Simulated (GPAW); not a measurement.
## WS: relaxation of cell and atoms with PBEsol

The system is WS.

```
W S
1.0
     3.00789    0.00000    0.00000
     0.00000    3.00789    0.00000
     0.00000    0.00000    3.00789
W S
1 1
Direct
  0.50000 0.50000 0.50000
  0.00000 0.00000 0.00000
```

The cell was built by a generator and needn't be a form met in nature.

- Program: GPAW 26.7.0
- Task: relaxation of cell and atoms
- Functional: PBEsol
- Potentials or basis: PAW data sets generated in the run's folder for this functional
- Cutoff: 600 eV
- Basis: pw
- k mesh: 9 × 9 × 9
- Occupations: fermi-dirac, width 0.05 eV
- Spin: no spin polarisation
- Target pressure: 2 GPa
- Maxiter: 150
- Optimizer: BFGS
- Fmax: 0.02 eV/Å
- Max steps: 60
- Target pressure: 2 GPa
- Convergence: density=1e-05 forces=0.0001

```json
{
 "Relaxed volume": "13.09 Å³/atom",
 "Relaxed cell": "a = 2.969 Å, b = 2.969 Å, c = 2.969 Å, α = 90.00°, β = 90.00°, γ = 90.00°",
 "Space group after relaxing (to 0.05 Å)": "Pm-3m (No. 221)",
 "Energy change on relaxing (the enthalpy is what falls)": "-9.6 meV/atom",
 "Ionic steps": "4",
 "Pressure after relaxing": "2.0 GPa",
 "Band gap on the k mesh": "none (metal or under the smearing width)"
}
```

The path:
| step | energy change (eV) | largest force (eV/Å) | pressure (GPa) | volume (Å³) |
| --- | --- | --- | --- | --- |
| 1 | 0.0000 | 0.0000 | -7.86 | 27.21 |
| 2 | -0.0169 | 0.0000 | -3.52 | 26.73 |
| 3 | -0.0188 | 0.0000 | 2.31 | 26.15 |
| 4 | -0.0192 | 0.0000 | 1.99 | 26.18 |

Final structure:
```
W S
1.0
     2.96934    0.00000    0.00000
     0.00000    2.96934    0.00000
     0.00000    0.00000    2.96934
W S
1 1
Direct
  0.50000 0.50000 0.50000
  0.00000 0.00000 0.00000
```

Levels at points of the mesh, in eV from the Fermi level:
```tsv
k point	band 6	band 7	band 8	band 9	band 10	band 11	band 12	band 13	band 14	band 15
(0.00, 0.00, 0.00)	-4.81	-4.81	-2.81	-2.81	-2.81	1.24	1.24	1.24	2.86	9.56
```

Run time: 51 s on 1 thread of Arm Neoverse V1, with other jobs on the host, peak memory 0.2 GiB.

Caveat: later steps reuse the first step's grids. The run has no spin-orbit coupling, so splittings on W are missing.
